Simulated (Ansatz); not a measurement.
# B: the cost of one run

Computed with Ansatz 0.2.0 (DFT r2SCAN, scalar-relativistic, plane waves, PAW, unless a step's input says otherwise).

## Step 1: The starting structure

Symmetry: I4/mmm, No. 139, tetragonal system. Conventional cell: a = 2.122 Å, b = 2.122 Å, c = 3.228 Å, α = 90.00°, β = 90.00°, γ = 90.00°. Around B (site symmetry 4/mmm) lie 12 B at 2.12 to 2.20 Å.

As a file:

```cif
data_structure
_symmetry_space_group_name_H-M 'P 1'
_symmetry_Int_Tables_number 1
_cell_length_a 2.2035
_cell_length_b 2.2035
_cell_length_c 2.2035
_cell_angle_alpha 122.442
_cell_angle_beta 122.442
_cell_angle_gamma 85.820
_cell_volume 7.27
loop_
_atom_site_label
_atom_site_type_symbol
_atom_site_fract_x
_atom_site_fract_y
_atom_site_fract_z
_atom_site_occupancy
B1 B 0.00000 0.00000 0.00000 1
```

This is candidate A: indium (bct) type (I4/mmm, No. 139).

(A quick probe on a coarse mesh, which set the mesh and smearing, is not shown.)

## Step 3: Coarse relaxation (candidate A)

Contents of input.yaml:

```yaml
crystal:
  lattice:
    - [-1.0608405422, 1.0608405422, 1.6139141281]
    - [1.0608405422, -1.0608405422, 1.6139141281]
    - [1.0608405422, 1.0608405422, -1.6139141281]
  atoms:
    - { symbol: B, position: [0.0, 0.0, 0.0] }
basis:
  ecutwfc: 500
kpoints:
  mp_grid: { grid: [10, 10, 10] }
hamiltonian:
  xc: r2scan
scf:
  occupations: { method: gaussian, width: 0.1 }
  lower_state_search: "off"
output:
  forces: true
  stress: true
  eigenvalues: true
relax:
  adjacent_minimum: "off"
  f_tol: 0.04
  max_steps: 70
  cell: { stress_tol: 0.4 }
```

**Question.** How long does this run take on 1 thread of an x86-64 CPU, shared host, and how much memory does it need?

About 3.1 s, with a peak of 0.39 GiB.
